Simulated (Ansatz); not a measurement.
# CH5Al2F: small, medium and large basis sets

How large a basis does CH5Al2F need? Two functionals are run in growing sets.

Method: one geometry, several basis sets; program: Ansatz 0.2.0, Gaussian basis.

Levels to be run: PBE0-D4/def2-SVP; ωB97M-V/def2-SVP; PBE0-D4/def2-QZVPP; ωB97M-V/def2-QZVPP; the functionals' def2-TZVPP values are taken from earlier runs.

### Step 1. The geometry

The geometry comes from an earlier relaxation with PBE0-D4 in a triple-zeta def2 set; it is a stationary point, not always the lowest conformer.

9 atoms, charge 0, spin multiplicity 1.

Atoms are counted from 1 here; the program's logs count them from 0.

Bond lengths: C1–Al2 1.958 Å, C1–H5 1.095 Å, C1–H6 1.097 Å, C1–H7 1.091 Å, Al2–Al3 2.599 Å, Al2–H8 1.598 Å, Al3–F4 1.662 Å, Al3–H9 1.593 Å. Angles: Al2–C1–H5 110.4°, Al2–C1–H6 109.5°, Al2–C1–H7 114.4°, H5–C1–H6 106.2°, H5–C1–H7 108.2°, H6–C1–H7 107.8°, C1–Al2–Al3 123.6°, C1–Al2–H8 117.1°, Al3–Al2–H8 119.4°, Al2–Al3–F4 115.8°, Al2–Al3–H9 130.4°, F4–Al3–H9 113.8°.

### Step 2. PBE0-D4 in def2-SVP

in.yaml reads:

```yaml
crystal:
  periodic: [false, false, false]
  atoms:
    - {symbol: C, position_ang: [-0.301868, 0.945786, -1.465396]}
    - {symbol: Al, position_ang: [-0.305627, -0.652344, -0.334396]}
    - {symbol: Al, position_ang: [0.568583, -0.683874, 2.112642]}
    - {symbol: F, position_ang: [2.198410, -0.955373, 2.295497]}
    - {symbol: H, position_ang: [0.162689, 0.727477, -2.432799]}
    - {symbol: H, position_ang: [-1.334918, 1.243040, -1.681825]}
    - {symbol: H, position_ang: [0.207827, 1.806207, -1.028186]}
    - {symbol: H, position_ang: [-0.898510, -1.992019, -0.971641]}
    - {symbol: H, position_ang: [-0.208284, -0.485199, 3.489004]}
basis:
  gaussian: {orbitals: def2-SVP}
hamiltonian: {xc: pbe0, dispersion: d4}
output: {orbitals: {seedname: orbitals}}
```

Command:

```console
> ansatz run in.yaml --threads 2 --pin off --events-out ev --progress --plain --max-ram 4352MiB
```

The runs that follow: ωB97M-V in def2-SVP; PBE0-D4 in def2-QZVPP; ωB97M-V in def2-QZVPP.

Q: Predict the results of all the runs planned. Wanted: PBE0-D4: double and triple zeta above quadruple; ωB97M-V: double and triple zeta above quadruple.

**Answer**, as computed:

| quantity | value |
| --- | --- |
| PBE0-D4: double and triple zeta above quadruple | 10.02, 0.64 eV |
| ωB97M-V: double and triple zeta above quadruple | 10.14, 0.62 eV |

**Reading.** For PBE0-D4 the step from double to triple zeta gains 9.38 eV and the next only 0.64 eV. These are total energies; as a rule much of such shifts cancels in differences, which this series doesn't test.
